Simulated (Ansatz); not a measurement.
# Cl₂H₂HfSe₂: small, medium and large basis sets

One table from this session's results is given with a row withheld; the runs are named, their logs left out.

The runs use Ansatz 0.2.0, Gaussian basis; one geometry, several basis sets.

Levels to be run: PBE0-D4/def2-SVP; ωB97M-V/def2-SVP; PBE0-D4/def2-QZVPP; ωB97M-V/def2-QZVPP; the functionals' def2-TZVPP values are taken from earlier runs.

## The geometry

An earlier PBE0-D4 in a triple-zeta def2 set relaxation fixed the geometry. Hf takes the def2 core potential; no spin-orbit term is included.

7 atoms, charge 0, spin multiplicity 1.

Atoms are counted from 1 here; the program's logs count them from 0.

Bond lengths: Cl1–Hf2 2.327 Å, Hf2–Cl3 2.322 Å, Hf2–Se4 2.545 Å, Hf2–Se5 2.552 Å, Se4–H6 1.476 Å, Se5–H7 1.476 Å. Angles: Cl1–Hf2–Cl3 112.0°, Cl1–Hf2–Se4 111.7°, Cl1–Hf2–Se5 109.3°, Cl3–Hf2–Se4 108.6°, Cl3–Hf2–Se5 110.7°, Se4–Hf2–Se5 104.3°, Hf2–Se4–H6 86.2°, Hf2–Se5–H7 88.7°.

Coordinates:

```mol
Cl2H2HfSe2
  3D, bonds by distance, orders not assigned

  7  6  0  0  0  0  0  0  0  0999 V2000
   -2.1152   -0.9236    0.6410 Cl  0  0
    0.0357   -0.4519   -0.1108 Hf  0  0
    1.3466   -2.3632   -0.2538 Cl  0  0
    0.0074    0.6846   -2.3874 Se  0  0
    1.1134    1.2666    1.4374 Se  0  0
   -1.1887    1.4027   -1.9053 H   0  0
    0.8008    0.3849    2.5789 H   0  0
  1  2  8  0
  2  3  8  0
  2  4  8  0
  2  5  8  0
  4  6  8  0
  5  7  8  0
M  END
```

Set-up of the first run:

Contents of in.yaml:

```yaml
crystal:
  periodic: [false, false, false]
  atoms:
    - {symbol: Cl, position_ang: [-2.115180, -0.923635, 0.641000]}
    - {symbol: Hf, position_ang: [0.035654, -0.451898, -0.110766]}
    - {symbol: Cl, position_ang: [1.346641, -2.363238, -0.253821]}
    - {symbol: Se, position_ang: [0.007388, 0.684621, -2.387431]}
    - {symbol: Se, position_ang: [1.113412, 1.266573, 1.437365]}
    - {symbol: H, position_ang: [-1.188685, 1.402653, -1.905264]}
    - {symbol: H, position_ang: [0.800780, 0.384924, 2.578917]}
basis:
  gaussian: {orbitals: def2-SVP}
hamiltonian: {xc: pbe0, dispersion: d4}
output: {orbitals: {seedname: orbitals}}
```

Run with:

```
ansatz run in.yaml --threads 4 --pin off --events-out ev --progress --plain --max-ram 11315MiB
```

Steps of the session up to this table: PBE0-D4 in def2-SVP; ωB97M-V in def2-SVP; PBE0-D4 in def2-QZVPP; ωB97M-V in def2-QZVPP.

One table of the session follows, with a row left open; its other results are not shown here.

It belongs to the step «Functionals by basis». 

| functional | basis | HOMO (eV) | LUMO (eV) |
| --- | --- | --- | --- |
| PBE0-D4 | def2-SVP | -7.61 | -2.29 |
| PBE0-D4 | def2-TZVPP | -7.62 | -2.24 |
| PBE0-D4 | def2-QZVPP | -7.63 | -2.26 |
| ωB97M-V | def2-SVP | ? | ? |
| ωB97M-V | def2-TZVPP | -9.72 | -0.23 |
| ωB97M-V | def2-QZVPP | -9.74 | -0.26 |

Q: Estimate the row for ωB97M-V, def2-SVP from the others.

**Answer.** HOMO (eV): -9.69; LUMO (eV): -0.26. In the column «HOMO (eV)» it lies between ωB97M-V, def2-TZVPP (-9.72) and PBE0-D4, def2-QZVPP (-7.63).
